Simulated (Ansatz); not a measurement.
**AlInSb2: a tetragonal deformation path**

The task, for AlInSb2: look for other minima along a tetragonal path.

Method: DFT r2SCAN, scalar-relativistic, plane waves, PAW, in Ansatz 0.2.0.

## 1. Starting point

Symmetry: P-4m2, No. 115, tetragonal system. Conventional cell: a = 4.506 Å, b = 4.506 Å, c = 6.349 Å, α = 90.00°, β = 90.00°, γ = 90.00°. Al (site symmetry -4m2) is surrounded by 4 Sb at 2.70 Å. In (site symmetry -4m2) is surrounded by 4 Sb at 2.82 Å. Around Sb (site symmetry 2mm) lie 2 Al at 2.70 Å and 2 In at 2.82 Å.

Coordinates:

```
CELL_PARAMETERS angstrom
4.50617 0.00000 0.00000
0.00000 4.50617 0.00000
0.00000 0.00000 6.34882
ATOMIC_POSITIONS crystal
Al 0.00000 0.00000 0.00000
In 0.50000 0.50000 0.50000
Sb 0.00000 0.50000 0.23337
Sb 0.50000 0.00000 0.76663
```

It goes back to an entry of the Materials Project, which need not be the stable form.

No relaxation comes first: the listed cell is the starting point.

## 2. Zero of energy

The reference gives a free energy of -19151.4796 eV, pressure -0.10 GPa, largest force 0.020 eV/Å and gap on the mesh 0.94 eV. It was computed beforehand with the settings of the runs below.

## 3. The scan: a tetragonal deformation path

At fixed volume and fractional coordinates, lengths along (0.000, 0.000, 1.000) are scaled against those across it; ρ is that ratio over its starting value.

## 4. At ρ = 0.850

input.yaml reads:

```yaml
crystal:
  lattice:
    - [4.7570111222, 0.0, 0.0]
    - [0.0, 4.7570111222, 0.0]
    - [0.0, 0.0, 5.6969075175]
  atoms:
    - { symbol: Al, position: [0.0, 0.0, 0.0] }
    - { symbol: In, position: [0.5, 0.5, 0.5] }
    - { symbol: Sb, position: [0.0, 0.5, 0.23336537] }
    - { symbol: Sb, position: [0.5, 0.0, 0.76663463] }
basis:
  ecutwfc: 500
kpoints:
  mp_grid: { grid: [8, 8, 6] }
hamiltonian:
  xc: r2scan
scf:
  occupations: { method: gaussian, width: 0.05 }
output:
  forces: true
  stress: true
  eigenvalues: true
```

Run with:

```sh
$ ansatz run input.yaml --threads 1 --pin off --max-ram 2560MiB --backend cpu --events-out ev --progress --plain --runs-dir out
```

## 5. At ρ = 1.200

Edit input.yaml of step 4 so:

```diff
@@ -2,5 +2,5 @@
   lattice:
-    - [4.7570111222, 0.0, 0.0]
-    - [0.0, 4.7570111222, 0.0]
-    - [0.0, 0.0, 5.6969075175]
+    - [4.2404641252, 0.0, 0.0]
+    - [0.0, 4.2404641252, 0.0]
+    - [0.0, 0.0, 7.1693654095]
   atoms:
```

## 6. At ρ = 0.920

Edit input.yaml of step 5 so:

```diff
@@ -2,5 +2,5 @@
   lattice:
-    - [4.2404641252, 0.0, 0.0]
-    - [0.0, 4.2404641252, 0.0]
-    - [0.0, 0.0, 7.1693654095]
+    - [4.63316606, 0.0, 0.0]
+    - [0.0, 4.63316606, 0.0]
+    - [0.0, 0.0, 6.0055359401]
   atoms:
```

## 7. Point ρ = 1.100

Edit input.yaml of step 6 so:

```diff
@@ -2,5 +2,5 @@
   lattice:
-    - [4.63316606, 0.0, 0.0]
-    - [0.0, 4.63316606, 0.0]
-    - [0.0, 0.0, 6.0055359401]
+    - [4.365254617, 0.0, 0.0]
+    - [0.0, 4.365254617, 0.0]
+    - [0.0, 0.0, 6.765319979]
   atoms:
```

## 8. ρ = 0.960

Edit input.yaml of step 7 so:

```diff
@@ -2,5 +2,5 @@
   lattice:
-    - [4.365254617, 0.0, 0.0]
-    - [0.0, 4.365254617, 0.0]
-    - [0.0, 0.0, 6.765319979]
+    - [4.5679015066, 0.0, 0.0]
+    - [0.0, 4.5679015066, 0.0]
+    - [0.0, 0.0, 6.1783718175]
   atoms:
```

## 9. ρ = 1.050

Edit input.yaml of step 8 so:

```diff
@@ -2,5 +2,5 @@
   lattice:
-    - [4.5679015066, 0.0, 0.0]
-    - [0.0, 4.5679015066, 0.0]
-    - [0.0, 0.0, 6.1783718175]
+    - [4.433472739, 0.0, 0.0]
+    - [0.0, 4.433472739, 0.0]
+    - [0.0, 0.0, 6.5587249451]
   atoms:
```

## 10. Point ρ = 0.800

Edit input.yaml of step 9 so:

```diff
@@ -2,5 +2,5 @@
   lattice:
-    - [4.433472739, 0.0, 0.0]
-    - [0.0, 4.433472739, 0.0]
-    - [0.0, 0.0, 6.5587249451]
+    - [4.8541196792, 0.0, 0.0]
+    - [0.0, 4.8541196792, 0.0]
+    - [0.0, 0.0, 5.4712497962]
   atoms:
```

(Steps that only read results are left out.)

What does the calculation give? Wanted: highest point.

As calculated:

| quantity | value |
| --- | --- |
| highest point | 96.7 meV/atom at ρ = 0.800 |

The undisturbed cell stays the lowest of the sampled points. No further minimum shows among the sampled points. The gap on the mesh stays between 0.03 and 0.97 eV. These runs have no spin-orbit coupling; with Sb it would split and shift bands.
